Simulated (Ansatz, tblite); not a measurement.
# Sn(NMe2)Me3 (C5H15NSn): a ladder of methods and basis sets

One table from this session's results is given with a row withheld; the runs are named, their logs left out.

The runs use Ansatz 0.2.0, Gaussian basis; as each input shows.

The runs, in order: GFN1-xTB, GFN2-xTB, PBE-D4/def2-TZVP, r2SCAN-D4/def2-TZVP, revPBE-D4/def2-TZVP, BHLYP-D4/def2-TZVP, r2SCANh-D4/def2-TZVP, PBE-D4/def2-SVP, PBE0-D4/def2-SVP, CCSD(T)/def2-SVP, MP2/def2-TZVP, RPA/def2-TZVP.

3 further runs of the same task are left out: 3 set aside as unsound or not needed.

### The geometry

The geometry is that of the singlet, from an earlier relaxation (PBE0-D4/def2-SVP).

22 atoms, charge 0, spin multiplicity 1.

Bond lengths: Sn1–N2 2.057 Å, Sn1–C11 2.160 Å, Sn1–C15 2.149 Å, Sn1–C19 2.149 Å, N2–C3 1.436 Å, N2–C4 1.437 Å, C3–H5 1.109 Å, C3–H6 1.103 Å, C3–H7 1.115 Å, C4–H8 1.103 Å, C4–H9 1.115 Å, C4–H10 1.109 Å, C11–H12 1.100 Å, C11–H13 1.100 Å, C11–H14 1.100 Å, C15–H16 1.100 Å, C15–H17 1.100 Å, C15–H18 1.100 Å and more. Angles: N2–Sn1–C11 111.5°, N2–Sn1–C15 105.3°, N2–Sn1–C19 105.4°, C11–Sn1–C15 110.8°, C11–Sn1–C19 111.0°, C15–Sn1–C19 112.6°, Sn1–N2–C3 118.8°, Sn1–N2–C4 119.1°, C3–N2–C4 113.1°, N2–C3–H5 110.9°, N2–C3–H6 111.0°, N2–C3–H7 114.3°, H5–C3–H6 106.7°, H5–C3–H7 106.4°, H6–C3–H7 107.3°, N2–C4–H8 111.0°, N2–C4–H9 114.3°, N2–C4–H10 110.8° and more.

Sn takes a core potential in the def2 sets. No spin-orbit coupling is included.

PBE0-D4/def2-TZVP was run before; its log isn't repeated, and its numbers join the tables.

The first run:

Tight binding, by tblite at 300 K electronic temperature and without a spin-polarisation term:

```python
tblite.interface.Calculator('GFN1-xTB', numbers, positions, charge=0, uhf=0).singlepoint()
```

Tight binding, by tblite at 300 K electronic temperature and without a spin-polarisation term:

```python
tblite.interface.Calculator('GFN2-xTB', numbers, positions, charge=0, uhf=0).singlepoint()
```

start.molden holds the orbitals of an earlier run on this state, given as this run's starting guess.

File in.yaml:

```yaml
crystal:
  periodic: [false, false, false]
  atoms:
    - {symbol: Sn, position_ang: [-0.057841, 0.003468, -0.765055]}
    - {symbol: N, position_ang: [-0.291028, 0.014676, 1.278343]}
    - {symbol: C, position_ang: [0.080252, 1.192774, 2.011390]}
    - {symbol: C, position_ang: [-0.071878, -1.200225, 2.013446]}
    - {symbol: H, position_ang: [-0.487655, 1.261884, 2.961340]}
    - {symbol: H, position_ang: [-0.151748, 2.105328, 1.437207]}
    - {symbol: H, position_ang: [1.159506, 1.239681, 2.286625]}
    - {symbol: H, position_ang: [-0.414265, -2.077239, 1.439562]}
    - {symbol: H, position_ang: [0.992392, -1.381378, 2.292510]}
    - {symbol: H, position_ang: [-0.647098, -1.196355, 2.961707]}
    - {symbol: C, position_ang: [2.027489, -0.068690, -1.322781]}
    - {symbol: H, position_ang: [2.492867, -0.988999, -0.941358]}
    - {symbol: H, position_ang: [2.563045, 0.796837, -0.906587]}
    - {symbol: H, position_ang: [2.129833, -0.050939, -2.418174]}
    - {symbol: C, position_ang: [-0.968693, 1.825710, -1.450136]}
    - {symbol: H, position_ang: [-1.092720, 1.799938, -2.543041]}
    - {symbol: H, position_ang: [-0.348428, 2.696377, -1.191690]}
    - {symbol: H, position_ang: [-1.957756, 1.942752, -0.983370]}
    - {symbol: C, position_ang: [-1.098799, -1.748217, -1.448084]}
    - {symbol: H, position_ang: [-1.233546, -1.706348, -2.538796]}
    - {symbol: H, position_ang: [-2.088136, -1.801069, -0.971242]}
    - {symbol: H, position_ang: [-0.535784, -2.659987, -1.201787]}
basis:
  gaussian: {orbitals: def2-TZVP, initial_orbitals: start.molden}
hamiltonian: {xc: pbe, dispersion: d4}
scf: {omitted_lower_state_checks: [starts]}
output: {orbitals: {seedname: orbitals}}
```

On the command line:

```bash
$ ansatz run in.yaml --threads 2 --pin off --events-out ev --progress --plain --max-ram 22528MiB --backend cuda --devices 0, --max-vram 18GiB
```

Among the steps run: PBE-D4/def2-TZVP; r2SCAN-D4/def2-TZVP; revPBE-D4/def2-TZVP; BHLYP-D4/def2-TZVP; r2SCANh-D4/def2-TZVP; PBE-D4/def2-SVP; PBE0-D4/def2-SVP; CCSD(T)/def2-SVP; MP2/def2-TZVP; RPA/def2-TZVP.

One of the session's tables, all rows but one given; the rest of the session is left out.

It belongs to the step «Binding energy». 

```
              method  binding an atom (eV)
         HF/def2-SVP                 2.807
        HF/def2-TZVP                 2.775
     PBE-D4/def2-SVP                 3.843
    PBE-D4/def2-TZVP                 3.830
 revPBE-D4/def2-TZVP                     ?
 r2SCAN-D4/def2-TZVP                 3.770
r2SCANh-D4/def2-TZVP                 3.755
    PBE0-D4/def2-SVP                 3.801
   PBE0-D4/def2-TZVP                 3.784
  BHLYP-D4/def2-TZVP                 3.691
        MP2/def2-SVP                 3.605
       MP2/def2-TZVP                 3.661
       CCSD/def2-SVP                 3.566
    CCSD(T)/def2-SVP                 3.599
```

**Question.** Estimate the row for revPBE-D4/def2-TZVP.

As computed: binding an atom (eV): 3.750. In the column «binding an atom (eV)» it lies between BHLYP-D4/def2-TZVP (3.691) and r2SCANh-D4/def2-TZVP (3.755).

Caveats from the session: Free atoms were run apart at each level; binding is atoms less cluster, divided by the number of atoms, without zero-point or spin-orbit terms.
